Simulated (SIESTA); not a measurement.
# Ag in SIESTA: the effect of functional

Ag, a slab with vacuum:

```
Ag
1.0
     2.88938    0.00000    0.00000
    -1.44469    2.50228    0.00000
     0.00000    0.00000   24.43667
Ag
5
Direct
  0.66667 0.33333 0.30692
  0.33333 0.66667 0.40346
  0.00000 0.00000 0.50000
  0.66667 0.33333 0.59654
  0.33333 0.66667 0.69308
```

Alike in all runs:

| Quantity | Value |
| --- | --- |
| Program | SIESTA 5.4.2 |
| Task | single point |
| Basis | DZP (energy shift 0.003 Ry; two zetas on semicore shells) |
| Grid cutoff | 800 Ry |
| Energy shift | 0.003 Ry |
| k mesh | 11 × 11 × 1 |
| Occupations | fermi-dirac, width 0.05 eV |
| Spin | no spin polarisation |

One run gave: largest force 0.31 eV/Å. Which functional did it use?
A. LDA
B. revPBE
C. PBEsol
D. BLYP
E. PW91

B.

```csv
functional,potentials or basis,largest force (eV/Å)
LDA,PseudoDojo 0.4 standard (LDA files),0.39
PBEsol,PseudoDojo 0.4 standard (PBEsol files),0.16
AM05,PseudoDojo 0.4 standard (PBEsol files),0.15
WC,PseudoDojo 0.4 standard (PBEsol files),0.14
PW91,PseudoDojo 0.4 standard (PBE files),0.16
revPBE,PseudoDojo 0.4 standard (PBE files),0.31
RPBE,PseudoDojo 0.4 standard (PBE files),0.36
BLYP,PseudoDojo 0.4 standard (PBE files),0.48
```

Caveats: the potentials were made for another functional, which shifts forces and pressure (some runs).

Runs at the PBE level aren't shown here.
